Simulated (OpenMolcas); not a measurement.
**InCl3 (SMILES [Cl][In]([Cl])[Cl]): OLYP/def2-TZVPD (RICD fitting, core potential)**

Aim: the vertical singlet–triplet gap of InCl3 at OLYP/def2-TZVPD (RICD fitting, core potential), from 2 runs. 

The results are computed with OpenMolcas 26.06.

### 1 The structure to begin with

InCl3 has 4 atoms, charge 0, and is taken as a singlet. As SMILES, `[Cl][In]([Cl])[Cl]`. Geometry: relaxed at PBE0-D4/def2-TZVP.

Bond lengths: Cl1–In2 2.293 Å, In2–Cl3 2.293 Å, In2–Cl4 2.293 Å. Angles: Cl1–In2–Cl3 120.0°, Cl1–In2–Cl4 120.0°, Cl3–In2–Cl4 120.0°.

### 2 The energy at OLYP/def2-TZVPD (RICD fitting, core potential)

Contents of job.inp:

```
* Cl3In Kohn-Sham DFT
>>> EXPORT MOLCAS_PRINT=2
&GATEWAY
BasLib = $CurrDir
Coord
4
angstrom
Cl      -0.202900       0.521500       2.213600
In       0.014400      -0.014800      -0.005300
Cl       1.015900      -1.985200      -0.615300
Cl      -0.772000       1.418300      -1.613200
Basis = def2-TZVPD
Group = NoSym
RICD
&SEWARD
GridInput
Grid=UltraFine
End of Grid
&SCF
KSDFT = OLYP
PrOrbitals = 0
```

The basis set def2-TZVPD is read from a file made from the Basis Set Exchange's data (not shown).

Started as:

```bash
$ export MOLCAS_MEM=1860
$ pymolcas job.inp > job.log
```

What it wrote:

```text
--- Start Module: gateway ---
[...]
--- Stop Module: gateway /rc=_RC_ALL_IS_WELL_ ---
[...]
--- Start Module: seward ---
[...]
      Basis functions          194
--- Stop Module: seward /rc=_RC_ALL_IS_WELL_ ---
[...]
--- Start Module: scf ---
[...]
       Convergence after  13 Iterations
[...]
::    Total KS-DFT energy                           -1571.2078576242
[...]
      Total spin, S                                     0.0000000000
[...]
      Total electronic charge=   72.000000
      Total            charge=   -0.000000
[...]
      Dipole Moment (debye):
      Origin of the operator (angstrom)=    0.0141   -0.0150   -0.0051
                   X=  2.9692E-03               Y=  1.1680E-03               Z= -2.1818E-03           Total=  3.8653E-03
      Quadrupole Moment (debye*angstrom):
[...]
--- Stop Module: scf /rc=_RC_ALL_IS_WELL_ ---
[...]
```

Wall time 39 s (1 thread of Arm Neoverse V1, shared host); peak memory 0.39 GiB.

### 3 The triplet at the same level

Contents of job.input:

```
* Cl3In Kohn-Sham DFT

&GATEWAY
 BASLIB=$CurrDir
 COORD
 4
 angstrom
 Cl      -0.202900       0.521500       2.213600
 In       0.014400      -0.014800      -0.005300
 Cl       1.015900      -1.985200      -0.615300
 Cl      -0.772000       1.418300      -1.613200
 BASIS=def2-TZVPD
 GROUP=NoSym
 RICD

&SEWARD
 GRIDINPUT
 Grid=UltraFine
 End of Grid

&SCF
 UHF
 SPIN=3
 KSDFT=OLYP
 PRORBITALS=0
```

The basis set def2-TZVPD is read from a file made from the Basis Set Exchange's data (not shown).

Started as:

```bash
$ export MOLCAS_MEM=1860
$ pymolcas job.input > job.log
```

What it wrote:

```text
--- Start Module: gateway ---
[...]
--- Stop Module: gateway /rc=_RC_ALL_IS_WELL_ ---
[...]
--- Start Module: seward ---
[...]
      Basis functions          194
--- Stop Module: seward /rc=_RC_ALL_IS_WELL_ ---
[...]
--- Start Module: scf ---
[...]
       Convergence after  33 Iterations
[...]
::    Total KS-DFT energy                           -1571.0488844782
[...]
      Total spin, S                                     1.0009630960
[...]
      Total electronic charge=   72.000000
      Total            charge=   -0.000000
[...]
      Dipole Moment (debye):
      Origin of the operator (angstrom)=    0.0141   -0.0150   -0.0051
                   X= -1.9385E-03               Y= -9.9486E-04               Z=  1.6494E-05           Total=  2.1790E-03
      Quadrupole Moment (debye*angstrom):
[...]
--- Stop Module: scf /rc=_RC_ALL_IS_WELL_ ---
[...]
```

Wall time 2.2 min (1 thread of Arm Neoverse V1, shared host); peak memory 0.4 GiB.

### 4 Outcome

Level: OLYP/def2-TZVPD (RICD fitting, core potential).

```
                                        quantity           value
                           singlet: total energy  -1571.20786 Eh
                          singlet: dipole moment          0.00 D
                            singlet: HOMO energy        -7.93 eV
                            singlet: LUMO energy        -3.60 eV
                          singlet: HOMO–LUMO gap         4.33 eV
                           triplet: total energy  -1571.04888 Eh
                          triplet: dipole moment          0.00 D
     triplet: HOMO energy (highest over α and β)        -3.71 eV
                                   triplet: ⟨S²⟩           2.003
vertical energy of the triplet above the singlet        4.326 eV
```

In words: At this shape the triplet lies 4.33 eV (417 kJ/mol) above the singlet. Mulliken charges (singlet) run from -0.35 on Cl1 to +1.06 on In2; in a basis this large or diffuse they mean little. Mulliken charges (triplet) run from -0.24 on Cl3 to +0.72 on In2; in a basis this large or diffuse they mean little.
